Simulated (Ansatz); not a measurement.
This script makes relaxations under a series of pressures of AlRu, space group Pm-3m with the Python package of Ansatz (0.2.0).

`alru.py`:
```python
# -*- coding: utf-8 -*-
import warnings

import ansatz as az
import numpy as np

def edges_and_angles(cell):
    cell = np.asarray(cell)
    a, b, c = np.linalg.norm(cell, axis=1)
    cosines = cell[1] @ cell[2] / (b * c), cell[0] @ cell[2] / (a * c), cell[0] @ cell[1] / (a * b)
    return (a, b, c, *np.degrees(np.arccos(cosines)))

warnings.simplefilter("ignore", az.DeckWarning)

xtal = (
    az.Lattice.of((2.9916, 0.0, 0.0), (0.0, 2.9916, 0.0), (0.0, 0.0, 2.9916))
    .atom("Al", (0.0, 0.0, 0.0))
    .atom("Ru", (0.5, 0.5, 0.5))
)

job = (
    xtal.calculation()
    .occupations("fermi_dirac", width=0.1)
    .kpoints(11, 11, 11, center="gamma")
    .pseudopotentials("paw")
    .functional(az.Functional.PBE)
    .basis(35 * az.Ry)
)

rows = []
for pressure in [0, 2, 4, 6, 8]:
    outcome = job.relax(cell=True, pressure=pressure, max_steps=100).run(threads=1, backend="cpu")
    cell = outcome.lattice.cell_ang
    n_atoms = len(outcome.lattice.sites)
    volume = abs(np.linalg.det(cell)) / n_atoms
    enthalpy = outcome.report["free_energy_ev"] / n_atoms + pressure * volume / 160.21766
    rows.append((pressure, volume, enthalpy, *edges_and_angles(cell)))
    print(f"{pressure} GPa done: {volume:.4f} A^3/atom")

print(" P (GPa)  V (A^3/atom)  H (eV/atom)     a       b       c")
for row in rows:
    print("{:8.1f} {:12.4f} {:14.5f} {:7.4f} {:7.4f} {:7.4f}".format(*row[:6]))
p, v = np.array([row[0] for row in rows], float), np.array([row[1] for row in rows])
print("mean bulk modulus between rows (GPa):", np.round(-np.diff(p) / np.diff(np.log(v)), 1))
```

Its results, one of them left out:

| P (GPa) | relaxed V (Å³/atom) |
| --- | --- |
| 0 | 13.570 |
| 2 | 13.438 |
| 4 | 13.315 |
| 6 | 13.198 |
| 8 | ? |

What volume does the cell relax to at 8 GPa?

Murnaghan's form V = V0 (1 + B' P / B0)^(-1/B') through the 4 rows shown gives V0 = 13.570 Å³, B0 = 200.3 GPa and B' = 5.28, and so 13.087 Å³ an atom at 8 GPa. The run gave 13.083 Å³, 0.03 % away.

Caveats:
- At a fixed pressure a relaxation lowers the enthalpy F + PV, while F alone can rise.
- The starting cell is as deposited in a crystallographic database; the results hold for this polymorph, which needn't be the stable one.
- Symmetry holds the cell in this phase, whether or not it is the stable one at each pressure.
- Wall time of the script: 33 s on 1 thread of Arm Neoverse V1, with other jobs on the host, peak memory 0.34 GiB.
